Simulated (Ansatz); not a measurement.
Working through a ladder of methods at one geometry of CH₇BNSi, SMILES NB[CH][SiH3]

With the Python package of Ansatz (0.2.0).

The cells in order, each with its output:

In [1]:
```python
from pathlib import Path

import ansatz as az
import numpy as np

config = {
    "basis_set": "def2-SVP",
}
```

In [2]:
```python
GEOMETRY = """
N     1.77050    0.82010    0.34720
B     1.12700   -0.41750   -0.26410
C    -0.21800   -0.29640   -1.10320
Si   -1.65040    0.15080    0.01240
H     1.14420    1.14850    1.11570
H     2.66230    0.51470    0.79720
H     1.69110   -1.45600   -0.22140
H    -0.43570   -1.26810   -1.59240
H    -1.41200    1.46480    0.62790
H    -1.79340   -0.86790    1.06340
H    -2.88580    0.20710   -0.78270
"""
```

In [3]:
```python
geometry = az.Crystal.molecule()
for line in GEOMETRY.strip().splitlines():
    symbol, *xyz = line.split()
    geometry = geometry.atom(symbol, [float(v) for v in xyz])
```

In [4]:
```python
setup = (
    geometry.calculation()
    .basis(gaussian=config["basis_set"])
    .spin("collinear", total=1)
)
```

In [5]:
```python
print("functional    E (Ha)        dipole (D)   HOMO (eV)  LUMO (eV)")
for name in ["cam_b3lyp", "b3lyp", "r2scan", "pbe"]:
    summary = setup.functional(name).forces().orbitals().run(threads=1, backend="cpu", runs_dir="runs").report
    lines = Path(summary["orbitals_path"]).read_text().splitlines()
    field_of = lambda key: [line.split("=")[1].strip() for line in lines if line.startswith(key)]
    orbitals = [(27.211386 * float(e), s, float(n)) for e, s, n in zip(field_of("Ene="), field_of("Spin="), field_of("Occup="))]
    homo = max(e for e, _, n in orbitals if n > 0.5)
    lumo = min(e for e, _, n in orbitals if n < 0.5)
    dipole = 4.803205 * np.linalg.norm(summary["charge_distribution"]["dipole_moment_e_ang"])
    print(f"{name:10s} {summary['free_energy_ev'] / 27.211386246:14.6f} {dipole:9.3f} {homo:11.3f} {lumo:10.3f}")
```
```text
functional    E (Ha)        dipole (D)   HOMO (eV)  LUMO (eV)
cam_b3lyp     -411.104158     1.586      -8.685     -1.966
b3lyp         -411.201782     1.542      -7.057     -3.429
r2scan        -411.071566     1.572      -6.449     -3.773
pbe           -410.845102     1.551      -6.023     -4.211
```

Total energies depend on the basis set; only differences at equal settings carry meaning. The geometry is a force-field or estimated start, not a minimum of this method, and the basis set is short of its limit. A lower total doesn't mark the better method: functionals have no common bound, and MP2 and coupled cluster aren't variational. The species is open-shell (spin multiplicity 2). b3lyp holds the VWN-RPA fit, as in Gaussian; the form of ORCA and Turbomole is b3lyp5. Levels such as HOMO and LUMO are orbital energies: with these approximate functionals they aren't the ionisation energy and electron affinity, and their gap isn't the fundamental gap. Hardware and time: 17 s on 1 thread of AMD EPYC 9R14 (Zen 4) (shared host), peak memory 0.35 GiB.
